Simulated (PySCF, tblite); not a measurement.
# H₆NO₄PSi₂, a small gas-phase stand-in for a defect centre: NMR shifts, core binding energies and electronic excitations, part 1 of 2

What NMR shifts, core binding energies and electronic excitations should one expect for `O=P(O)(O)O[Si]N[SiH3]`? It is drawn as: twofold Si.

Programs: tblite 0.8.0 and PySCF 2.14.0. All values are calculated, for the isolated system unless a continuum is named. Atoms count from 0, parts from 1.

### 1 Starting point

14 atoms, charge 0, multiplicity 1; geometry: distance geometry start.

### 2 Relaxing the cluster with GFN2-xTB

What the job is given:

```
{"job": {"kind": "relax", "xc": "GFN2-xTB", "basis": "xTB"}, "charge": 0, "multiplicity": 1}
Si    -0.443080    -2.620561     0.306398
N     -1.895980    -2.945884     1.338380
Si    -2.484698    -1.526985     2.357718
O      0.997760    -2.089291    -0.556358
P      1.468639    -0.445562    -0.734801
O      1.729347     0.273582     0.822716
O      0.206443     0.443263    -1.573113
O      2.924841    -0.353042    -1.656780
H     -1.965786    -3.854979     1.811806
H     -3.813258    -1.734983     2.776307
H     -2.425062    -0.340488     1.587395
H     -1.650779    -1.395002     3.497675
H     -0.673496     0.624386    -1.205198
H      3.201004    -0.987348    -2.346188
```

Method: GFN2-xTB geometry optimisation, gas phase.

Command:

```bash
> OMP_NUM_THREADS=1 python cluster_run.py task.json out
```

This one command runs all jobs of the session in turn.

Standard output:

```text
step      E/eV     max force
  0    -768.91786    7.720
  1    -770.80713    4.354
  2    -770.98756   17.132
  3    -772.13814    1.594
  4    -772.47879    1.523
  5    -772.92181    1.990
  6    -773.12798    1.364
  7    -773.29236    0.864
  8    -773.34726    0.671
  9    -773.43569    0.691
 10    -773.49586    0.977
 11    -773.63793    1.494
 12    -773.74251    1.092
 13    -773.82868    0.673
 14    -773.85387    0.368
 15    -773.87263    0.457
 16    -773.88929    0.462
 17    -773.90670    0.379
 18    -773.92237    0.354
 19    -773.94043    0.454
 20    -773.96064    0.584
 21    -773.97523    0.423
 22    -773.98578    0.256
 23    -773.99284    0.248
 24    -773.99899    0.343
 25    -774.00738    0.313
 26    -774.01848    0.261
 27    -774.03090    0.280
 28    -774.04297    0.430
 29    -774.05613    0.512
 30    -774.07300    0.461
 31    -774.09499    0.516
 32    -774.11223    0.923
 33    -774.10735    1.288
 34    -774.13791    0.252
 35    -774.14371    0.194
 36    -774.15641    0.227
 37    -774.16197    0.228
 38    -774.17209    0.222
 39    -774.17703    0.205
 40    -774.18170    0.166
 41    -774.18477    0.127
 42    -774.18753    0.170
 43    -774.18972    0.156
 44    -774.19191    0.178
 45    -774.19394    0.145
 46    -774.19595    0.117
 47    -774.19881    0.256
 48    -774.20413    0.299
 49    -774.21355    0.363
 50    -774.22482    0.307
 51    -774.23584    0.211
 52    -774.24051    0.124
 53    -774.24127    0.130
 54    -774.24246    0.092
 55    -774.24441    0.117
 56    -774.24760    0.201
 57    -774.25163    0.237
 58    -774.25491    0.210
 59    -774.25734    0.131
 60    -774.25901    0.095
 61    -774.26023    0.144
 62    -774.26129    0.103
 63    -774.26250    0.111
 64    -774.26387    0.106
 65    -774.26502    0.138
 66    -774.26633    0.193
 67    -774.26864    0.169
 68    -774.27151    0.113
 69    -774.27430    0.144
 70    -774.27618    0.140
 71    -774.27804    0.124
 72    -774.28045    0.138
 73    -774.28331    0.188
 74    -774.28554    0.133
 75    -774.28693    0.127
 76    -774.28728    0.062
 77    -774.28765    0.058
 78    -774.28787    0.054
 79    -774.28818    0.057
 80    -774.28860    0.052
 81    -774.28904    0.047
 82    -774.28936    0.070
 83    -774.28955    0.044
 84    -774.28980    0.059
 85    -774.29026    0.088
 86    -774.29068    0.078
 87    -774.29119    0.049
 88    -774.29168    0.042
 89    -774.29207    0.065
 90    -774.29228    0.036
 91    -774.29249    0.047
 92    -774.29272    0.059
 93    -774.29293    0.047
 94    -774.29314    0.041
 95    -774.29346    0.040
 96    -774.29388    0.039
 97    -774.29430    0.038
 98    -774.29459    0.043
 99    -774.29476    0.046
100    -774.29489    0.094
101    -774.29505    0.062
102    -774.29549    0.026
103    -774.29577    0.036
104    -774.29601    0.054
105    -774.29615    0.024
106    -774.29625    0.025
107    -774.29634    0.023
108    -774.29643    0.028
109    -774.29659    0.033
110    -774.29688    0.041
111    -774.29734    0.054
112    -774.29783    0.091
113    -774.29844    0.061
114    -774.29887    0.047
115    -774.29934    0.049
116    -774.29959    0.070
117    -774.29986    0.036
118    -774.30000    0.046
119    -774.30009    0.034
120    -774.30017    0.038
121    -774.30025    0.031
122    -774.30031    0.028
123    -774.30044    0.027
124    -774.30059    0.029
125    -774.30071    0.028
126    -774.30080    0.022
127    -774.30087    0.019
128    -774.30095    0.022
129    -774.30107    0.025
130    -774.30120    0.033
131    -774.30133    0.035
132    -774.30145    0.025
133    -774.30159    0.062
134    -774.30174    0.037
135    -774.30189    0.032
136    -774.30199    0.024
137    -774.30205    0.029
138    -774.30211    0.025
139    -774.30219    0.026
140    -774.30232    0.034
141    -774.30250    0.044
142    -774.30269    0.044
143    -774.30287    0.038
144    -774.30300    0.039
145    -774.30316    0.037
146    -774.30341    0.044
147    -774.30376    0.056
148    -774.30414    0.059
149    -774.30435    0.067
150    -774.30463    0.036
151    -774.30481    0.053
152    -774.30512    0.038
153    -774.30568    0.068
154    -774.30596    0.059
155    -774.30617    0.025
156    -774.30627    0.021
157    -774.30637    0.027
158    -774.30644    0.027
159    -774.30655    0.025
160    -774.30663    0.027
161    -774.30670    0.024
162    -774.30677    0.025
163    -774.30685    0.026
164    -774.30695    0.033
165    -774.30708    0.035
166    -774.30721    0.037
167    -774.30734    0.036
168    -774.30747    0.042
169    -774.30757    0.037
170    -774.30766    0.026
171    -774.30773    0.023
172    -774.30778    0.018
173    -774.30781    0.018
174    -774.30784    0.016
175    -774.30787    0.015
176    -774.30789    0.014
177    -774.30791    0.011
178    -774.30793    0.014
179    -774.30796    0.016
180    -774.30799    0.018
181    -774.30804    0.023
182    -774.30809    0.028
183    -774.30814    0.031
184    -774.30820    0.031
185    -774.30830    0.030
186    -774.30842    0.033
187    -774.30855    0.033
188    -774.30867    0.032
189    -774.30880    0.040
190    -774.30899    0.038
191    -774.30926    0.079
192    -774.30945    0.077
193    -774.30981    0.056
194    -774.31022    0.060
195    -774.31081    0.058
196    -774.31154    0.086
197    -774.30989    0.325
198    -774.31288    0.122
199    -774.31381    0.090
200    -774.31599    0.252
201    -774.31599    0.252
202    -774.32377    0.128
203    -774.32629    0.053
204    -774.32619    0.063
205    -774.32669    0.021
206    -774.32668    0.024
207    -774.32671    0.003
```

Run time: 6.6 s. Hardware: 1 thread of Arm Neoverse V1, shared host.

Relaxation path:

```
step  energy from step 0 (eV)  largest force (eV/Å)
   0                   0.0000                7.7206
   8                  -4.4294                0.6700
  16                  -4.9714                0.4616
  24                  -5.0811                0.3426
  32                  -5.1944                0.9228
  40                  -5.2638                0.1662
  48                  -5.2863                0.2991
  56                  -5.3297                0.2016
  64                  -5.3460                0.1063
  72                  -5.3626                0.1379
  80                  -5.3707                0.0516
  88                  -5.3738                0.0422
  96                  -5.3760                0.0387
 104                  -5.3782                0.0539
 112                  -5.3800                0.0910
 120                  -5.3823                0.0379
 128                  -5.3831                0.0222
 136                  -5.3841                0.0239
 144                  -5.3851                0.0392
 152                  -5.3873                0.0383
 160                  -5.3888                0.0271
 168                  -5.3896                0.0421
 176                  -5.3900                0.0139
 184                  -5.3903                0.0311
 192                  -5.3916                0.0767
 200                  -5.3981                0.2521
 207                  -5.4089                0.0030
```

Close pairs (by a distance rule), those that changed most:

```csv
bond,before (Å),after (Å),change (Å)
P4–O5,1.735,1.455,-0.280
P4–O6,1.757,1.602,-0.155
O3–P4,1.719,1.569,-0.150
P4–O7,1.726,1.586,-0.140
N1–Si2,1.844,1.747,-0.097
Si0–O3,1.761,1.668,-0.094
Si0–N1,1.812,1.725,-0.087
Si2–H9,1.408,1.465,+0.056
```

### 3 Geometry optimisation at PBE0-D3(BJ)/def2-SVP

What the job is given:

```
{"job": {"xc": "PBE0", "basis": "def2-SVP", "d3": "d3bj", "grid": 2, "kind": "geom", "shake": 0.01}, "charge": 0, "multiplicity": 1}
Si     0.390669    -2.139157    -0.106680
N     -0.936067    -1.576139     0.881390
Si    -1.750881    -0.023570     0.962482
O      0.608077    -0.790636    -1.112282
P      1.418443     0.418834    -0.608603
O      1.809474     0.407909     0.800961
O      0.550557     1.687560    -1.038299
O      2.650349     0.486569    -1.623058
H     -1.243284    -2.235919     1.591662
H     -2.932069    -0.307849     1.773301
H     -2.117717     0.411336    -0.367517
H     -0.908335     0.995021     1.653127
H      0.133965     2.109177    -0.273826
H      2.320343     0.542255    -2.518247
```

Standard output:

```text
step   0  E = -1278.43812424  max force = 0.041842
step   1  E = -1278.44699573  max force = 0.006228
step   2  E = -1278.44794247  max force = 0.004319
step   3  E = -1278.44858020  max force = 0.001928
step   4  E = -1278.44904958  max force = 0.003005
step   5  E = -1278.44961885  max force = 0.003372
step   6  E = -1278.45031285  max force = 0.005141
step   7  E = -1278.45055277  max force = 0.003812
step   8  E = -1278.45072463  max force = 0.001692
step   9  E = -1278.45080310  max force = 0.001671
step  10  E = -1278.45087442  max force = 0.001757
step  11  E = -1278.45096139  max force = 0.002255
step  12  E = -1278.45106435  max force = 0.002371
step  13  E = -1278.45118243  max force = 0.001365
step  14  E = -1278.45128784  max force = 0.001803
step  15  E = -1278.45133393  max force = 0.001342
step  16  E = -1278.45143708  max force = 0.001484
step  17  E = -1278.45149826  max force = 0.001450
step  18  E = -1278.45154965  max force = 0.001075
step  19  E = -1278.45156978  max force = 0.000503
step  20  E = -1278.45157787  max force = 0.000364
optimisation converged
```

It took 6.2 min on 1 thread of Arm Neoverse V1, shared host; peak memory 0.79 GiB.

Step by step:

| step | energy from step 0 (eV) | largest force component (eV/Å) |
| --- | --- | --- |
| 0 | 0.0000 | 2.1516 |
| 1 | -0.2414 | 0.3203 |
| 2 | -0.2672 | 0.2221 |
| 3 | -0.2845 | 0.0991 |
| 4 | -0.2973 | 0.1545 |
| 5 | -0.3128 | 0.1734 |
| 6 | -0.3317 | 0.2644 |
| 7 | -0.3382 | 0.1960 |
| 8 | -0.3429 | 0.0870 |
| 9 | -0.3450 | 0.0859 |
| 10 | -0.3470 | 0.0903 |
| 11 | -0.3493 | 0.1160 |
| 12 | -0.3521 | 0.1219 |
| 13 | -0.3553 | 0.0702 |
| 14 | -0.3582 | 0.0927 |
| 15 | -0.3595 | 0.0690 |
| 16 | -0.3623 | 0.0763 |
| 17 | -0.3639 | 0.0746 |
| 18 | -0.3653 | 0.0553 |
| 19 | -0.3659 | 0.0259 |
| 20 | -0.3661 | 0.0187 |

Close pairs (by a distance rule), those that changed most:

```csv
bond,before (Å),after (Å),change (Å)
O3–P4,1.541,1.600,+0.059
Si2–H10,1.447,1.494,+0.047
Si2–H9,1.461,1.493,+0.033
Si0–O3,1.696,1.724,+0.028
Si0–N1,1.747,1.726,-0.022
P4–O6,1.596,1.613,+0.017
N1–Si2,1.755,1.766,+0.011
O7–H13,0.956,0.966,+0.010
```

The final coordinates are the input of the step that follows.

| at the end point | value |
| --- | --- |
| point group (found at 0.08 Å tolerance) | C1 |
| rotational constants (GHz, main isotopes) | 2.116, 0.755, 0.641 |
| dipole moment (D) | 3.93 |

### 4 NMR shieldings: PBE0/pcSseg-1

What the job is given:

```
{"job": {"kind": "nmr", "xc": "PBE0", "basis": "pcSseg-1"}, "charge": 0, "multiplicity": 1}
Si     0.645605    -1.677631     1.107183
N     -1.073742    -1.607770     1.238767
Si    -2.138255    -0.402104     0.508360
O      0.710841    -0.261223     0.126058
P      1.847359     0.524454    -0.680208
O      3.209238    -0.028683    -0.693191
O      1.700631     1.987139    -0.015566
O      1.198889     0.655579    -2.141642
H     -1.520462    -2.333909     1.794483
H     -3.538399    -0.819897     0.817349
H     -1.970477    -0.351951    -0.975061
H     -1.903731     0.961736     1.062919
H      2.558407     2.431252    -0.019587
H      0.267346     0.909339    -2.114578
```

With the program's defaults for keys left out, this is: GIAO PBE0/pcSseg-1 NMR shielding, non-relativistic, gas phase.

Standard output:

```text
coarse grid: 14000 points
cycle   1  E = -1278.5486357084  dE =  1.342e+00  |g| = 1.323e+00  |ddm| = 3.661e+00
cycle   2  E = -1278.1247253640  dE =  4.239e-01  |g| = 1.997e+00  |ddm| = 2.105e+00
cycle   3  E = -1278.8460490816  dE = -7.213e-01  |g| = 2.695e-01  |ddm| = 1.437e+00
cycle   4  E = -1278.8585099552  dE = -1.246e-02  |g| = 7.735e-02  |ddm| = 2.047e-01
cycle   5  E = -1278.8594241032  dE = -9.141e-04  |g| = 2.365e-02  |ddm| = 5.235e-02
cycle   6  E = -1278.8595153220  dE = -9.122e-05  |g| = 8.127e-03  |ddm| = 1.821e-02
cycle   7  E = -1278.8595266174  dE = -1.130e-05  |g| = 1.346e-03  |ddm| = 5.635e-03
cycle   8  E = -1278.8595269746  dE = -3.572e-07  |g| = 3.084e-04  |ddm| = 1.390e-03
final grid: 123840 points
cycle   9  E = -1278.9416937259  dE = -1.869e-05  |g| = 1.003e-02  |ddm| = 1.571e-02
cycle  10  E = -1278.9416696115  dE =  2.411e-05  |g| = 1.504e-02  |ddm| = 1.396e-02
cycle  11  E = -1278.9417103213  dE = -4.071e-05  |g| = 1.483e-03  |ddm| = 9.275e-03
cycle  12  E = -1278.9417107395  dE = -4.182e-07  |g| = 3.398e-04  |ddm| = 1.145e-03
cycle  13  E = -1278.9417107581  dE = -1.861e-08  |g| = 6.809e-05  |ddm| = 2.225e-04
cycle  14  E = -1278.9417107589  dE = -7.890e-10  |g| = 2.824e-05  |ddm| = 7.397e-05
converged SCF energy = -1278.9417107589

GIAO shielding tensors (ppm)
atom      isotropic    diamagn.    paramagn.     s11        s22        s33       span
  0 Si     218.026     879.305    -661.279   -113.131    296.134    471.074    584.205
  1 N      135.374     327.478    -192.104    -38.742    195.716    249.147    287.889
  2 Si     416.065     880.209    -464.144    381.191    405.335    461.670     80.479
  3 O       92.943     409.092    -316.149    -22.374    141.159    160.044    182.418
  4 P      324.396     966.106    -641.710    242.905    248.255    482.027    239.122
  5 O      183.408     394.377    -210.969    151.576    163.672    234.976     83.400
  6 O      217.380     391.686    -174.307    175.878    178.967    297.293    121.415
  7 O      220.499     391.662    -171.164    174.838    202.640    284.018    109.180
  8 H       27.246      30.659      -3.412     23.622     25.423     32.694      9.072
  9 H       26.845      28.651      -1.806     23.385     25.129     32.020      8.635
 10 H       26.526      31.564      -5.038     23.105     26.136     30.336      7.231
 11 H       26.375      30.625      -4.250     23.172     25.162     30.789      7.617
 12 H       28.028      27.259       0.768     21.035     23.278     39.770     18.736
 13 H       28.035      34.624      -6.589     20.643     24.550     38.913     18.270
```

It took 30 s on 1 thread of Arm Neoverse V1, shared host; peak memory 0.93 GiB.

The references, computed at this level on geometries of the same kind, shield at (ppm): ¹H TMS 31.27, ²⁹Si TMS 352.0, ¹⁵N NH3 265.7, ¹⁷O H2O 334.6, ³¹P H3PO4 310.1. Their shielding less the atom's gives the shift. The references are single molecules in the gas phase, so shifts against H2O, NH3, PH3, H3PO4 or CFCl3 are not on the usual liquid scales and can be off by tens of ppm.

```csv
atoms,environment,σ (ppm),δ (ppm)
H11,hydrogen on a silicon bonded to N,26.37,4.89
H10,hydrogen on a silicon bonded to N,26.53,4.74
H9,hydrogen on a silicon bonded to N,26.84,4.42
H8,hydrogen on a nitrogen bonded to 2 Si,27.25,4.02
H12,hydrogen on an oxygen bonded to P,28.03,3.24
H13,hydrogen on an oxygen bonded to P,28.04,3.23
Si0,"silicon bonded to N, O",218.0,134.0
Si2,"silicon bonded to N, 3 H",416.1,-64.1
N1,"nitrogen bonded to 2 Si, H",135.4,130.3
O3,"oxygen bonded to P, Si",92.9,241.6
O5,oxygen bonded to P,183.4,151.2
O6,"oxygen bonded to P, H",217.4,117.2
O7,"oxygen bonded to P, H",220.5,114.1
P4,phosphorus bonded to 4 O,324.4,-14.3
```

Charges from the same density, by scheme (e):

```csv
atoms,Mulliken,IAO,Hirshfeld,ESP fit
Si0,0.71,0.73,0.31,-0.04
N1,-0.81,-0.87,-0.32,-0.26
Si2,0.63,0.71,0.34,0.32
O3,-0.76,-0.83,-0.25,-0.07
P4,1.35,1.99,0.54,1.19
O5,-0.59,-0.89,-0.40,-0.65
O6,-0.50,-0.76,-0.25,-0.73
O7,-0.49,-0.74,-0.24,-0.62
```

Mayer bond orders: Si0–N1 1.09, N1–Si2 0.87, Si0–O3 0.74, O3–P4 0.97, P4–O5 1.91, P4–O6 1.05, P4–O7 1.05.

(Continued in part 2 of 2.)
